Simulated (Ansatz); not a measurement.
# BH₆NO₂Si: one species, many methods

Aim: compute BH₆NO₂Si with functionals from several rungs and with coupled cluster. The yardstick is the atomisation energy at the CCSD(T) limit.

Method: functionals in def2-TZVPP, the program's frozen cores in correlated methods; program: Ansatz 0.2.0, Gaussian basis.

The runs, in order: PBE-D4, r2SCAN-D4, PBE0-D4, B3LYP-D4, ωB97X-V, ωB97M-V, B2PLYP; CCSD(T)/def2-TZVPP; MP2/def2-QZVPP; extrapolation to the limit.

## (1) The relaxed structure

All runs share one geometry, relaxed beforehand with PBE0-D4 in a triple-zeta def2 set.

11 atoms, charge 0, spin multiplicity 1.

Atoms are counted from 1 here; the program's logs count them from 0.

Bond lengths: N1–Si2 1.718 Å, N1–H6 1.007 Å, N1–H7 1.007 Å, Si2–O3 1.660 Å, Si2–B4 2.030 Å, Si2–H8 1.485 Å, O3–H9 0.959 Å, B4–O5 1.358 Å, B4–H10 1.206 Å, O5–H11 0.962 Å. Angles: Si2–N1–H6 120.9°, Si2–N1–H7 121.5°, H6–N1–H7 111.0°, N1–Si2–O3 116.9°, N1–Si2–B4 107.0°, N1–Si2–H8 105.1°, O3–Si2–B4 109.1°, O3–Si2–H8 103.9°, B4–Si2–H8 115.2°, Si2–O3–H9 115.6°, Si2–B4–O5 116.6°, Si2–B4–H10 124.9°, O5–B4–H10 118.5°, B4–O5–H11 113.9°.

## (2) PBE-D4 (GGA)

in.yaml

```yaml
crystal:
  periodic: [false, false, false]
  atoms:
    - {symbol: N, position_ang: [-0.065374, 0.878625, 1.621505]}
    - {symbol: Si, position_ang: [-0.771821, 0.254013, 0.185971]}
    - {symbol: O, position_ang: [-0.996948, 1.321174, -1.064983]}
    - {symbol: B, position_ang: [0.415626, -1.266081, -0.445392]}
    - {symbol: O, position_ang: [1.323954, -0.967701, -1.409675]}
    - {symbol: H, position_ang: [-0.597322, 1.459714, 2.249404]}
    - {symbol: H, position_ang: [0.916484, 1.095447, 1.673407]}
    - {symbol: H, position_ang: [-2.150246, -0.139813, 0.572652]}
    - {symbol: H, position_ang: [-0.257232, 1.414369, -1.667851]}
    - {symbol: H, position_ang: [0.375822, -2.393996, -0.021377]}
    - {symbol: H, position_ang: [1.872455, -1.712650, -1.673062]}
basis:
  gaussian: {orbitals: def2-TZVPP}
hamiltonian: {xc: pbe, dispersion: d4}
output: {forces: true, orbitals: {seedname: orbitals}}
```

Command:

```
> ansatz run in.yaml --threads 4 --pin off --events-out ev --progress --plain --max-ram 10444MiB
```

Further steps of the session: r2SCAN-D4 (meta-GGA); PBE0-D4 (hybrid); B3LYP-D4 (hybrid); ωB97X-V (range-separated); ωB97M-V (range-separated); B2PLYP (double hybrid); CCSD(T) in def2-TZVPP; MP2 in def2-QZVPP.

**Question.** What will the summary of the whole plan be? Wanted: atomisation energy, CCSD(T)/CBS; farthest; mean size of error, hybrid; mean size of error, range-separated; gap, smallest and largest; T1 diagnostic; triples share of the correlation energy.

The runs gave:

```
                               quantity                                  value
        atomisation energy, CCSD(T)/CBS                         977.5 kcal/mol
functionals within 4.9 kcal/mol (0.5 %)  r2SCAN-D4, B3LYP-D4, ωB97X-V, ωB97M-V
                               farthest                PBE-D4 (+12.9 kcal/mol)
             mean size of error, hybrid                           4.8 kcal/mol
    mean size of error, range-separated                           2.3 kcal/mol
              gap, smallest and largest   3.98 eV (PBE-D4), 10.94 eV (ωB97X-V)
                          T1 diagnostic                                 0.0132
triples share of the correlation energy                                  3.5 %
```

**Reading.** PBE-D4 misses by +12.9 kcal/mol. Double hybrids carry the basis error of their MP2 part in triple zeta, and no dispersion term here, so their miss is partly the set-up's. The reference freezes the cores and leaves out relativity and excitations past (T), so misses under about 4.9 kcal/mol can't be ranked. Hartree-Fock recovers 71 % of the binding; the rest is correlation. Orbital gaps span 4.0 to 10.9 eV; exact exchange widens them.
